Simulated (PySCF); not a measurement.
# Solver options tried on BeN (quartet)

The same problem is solved with other solver options, one edit a run.

Program: PySCF 2.14.0. Level of theory: method and basis as typed in the scripts. These are calculated values, not measurements.

2 further runs of the same task are left out: 2 that didn't finish.

### 1 The system as given

BeN (quartet): 2 atoms, charge 0, spin multiplicity 4.

Bond lengths: Be1–N2 1.857 Å.

### 2 The base run

The input, input.py:

```python
from pyscf import gto, scf, mp

mol = gto.M(
    atom='Be 0 0 0; N 0 0 1.857',
    basis='ano-rcc-vdzp',
    charge=0,
    spin=3,
    verbose=3,
)
mf = scf.UHF(mol)
mf = mf.sfx2c1e()
mf.kernel()
mp.MP2(mf, frozen=1).kernel()
mf.dip_moment()
print('orbital energies (hartree):', [e[max(0, n-3):n+3].round(4) for e, n in zip(mf.mo_energy, mol.nelec)])
```

Launch:

```console
$ OMP_NUM_THREADS=1 python input.py
```

The log of this run is left out.

It gives: E(SCF) = -69.024914 Eh, E(MP2) − E(SCF) = -0.12311 Eh, ⟨S²⟩ = 3.789, μ = 2.08 D (of the SCF density).

The bond length is a typed value, not an optimised one. The quartet is typed in the script; nothing here shows that it is the ground state.

### 3 Convergence threshold 1e-07 hartree

Edit 1 changes convergence threshold: default → 1e-07 hartree.

The input, input.py:

```python
from pyscf import gto, scf, mp

mol = gto.M(
    atom='Be 0 0 0; N 0 0 1.857',
    basis='ano-rcc-vdzp',
    charge=0,
    spin=3,
    verbose=3,
)
mf = scf.UHF(mol)
mf = mf.sfx2c1e()
mf.conv_tol = 1e-07
mf.kernel()
mp.MP2(mf, frozen=1).kernel()
mf.dip_moment()
print('orbital energies (hartree):', [e[max(0, n-3):n+3].round(4) for e, n in zip(mf.mo_energy, mol.nelec)])
```

Launch:

```console
$ OMP_NUM_THREADS=1 python input.py
```

### 4 Initial guess 1e

Edit 2 changes initial guess: minao → 1e.

Changes to input.py since step 2:

```diff
@@ -11,2 +11,3 @@
 mf = mf.sfx2c1e()
+mf.init_guess = '1e'
 mf.kernel()
```

### 5 Convergence threshold 1e-05 hartree

Edit 3 changes convergence threshold: default → 1e-05 hartree.

Changes to input.py since step 2:

```diff
@@ -11,2 +11,3 @@
 mf = mf.sfx2c1e()
+mf.conv_tol = 1e-05
 mf.kernel()
```

### 6 Damping 0.5

Edit 4 changes damping: none → 0.5.

Changes to input.py since step 2:

```diff
@@ -11,2 +11,4 @@
 mf = mf.sfx2c1e()
+mf.damp = 0.5
+mf.diis_start_cycle = 8
 mf.kernel()
```

### 7 Initial guess atom

Edit 5 changes initial guess: minao → atom.

Changes to input.py since step 2:

```diff
@@ -11,2 +11,3 @@
 mf = mf.sfx2c1e()
+mf.init_guess = 'atom'
 mf.kernel()
```

Q: Predict the outcome of this session. Wanted: for each run, E(SCF); from base; gap, α spin; SCF dipole; after the SCF.

As calculated:

| run | E(SCF) (hartree) | from base (eV) | gap, α spin (eV) | SCF dipole (D) | after the SCF |
| --- | --- | --- | --- | --- | --- |
| base | -69.024914 | 0 | 11.24 | 2.08 | MP2 correlation -3.350 eV, core frozen |
| convergence threshold 1e-07 hartree | -69.024914 | 0.0000 | 11.24 | 2.08 | MP2 correlation -3.350 eV, core frozen |
| initial guess 1e | -68.962940 | +1.6864 | 11.27 | 2.23 | MP2 correlation -3.485 eV, core frozen |
| convergence threshold 1e-05 hartree | -69.024914 | 0.0000 | 11.24 | 2.08 | MP2 correlation -3.350 eV, core frozen |
| damping 0.5 | -69.024914 | 0.0000 | 11.24 | 2.08 | MP2 correlation -3.350 eV, core frozen |
| initial guess atom | -69.024914 | 0.0000 | 11.24 | 2.08 | MP2 correlation -3.350 eV, core frozen |

In words: With convergence threshold 1e-07 hartree or convergence threshold 1e-05 hartree or damping 0.5 or initial guess atom the SCF ends at the base energy. With initial guess 1e the SCF ends in another solution, 1.69 eV higher: the path to self-consistency decides the state here.
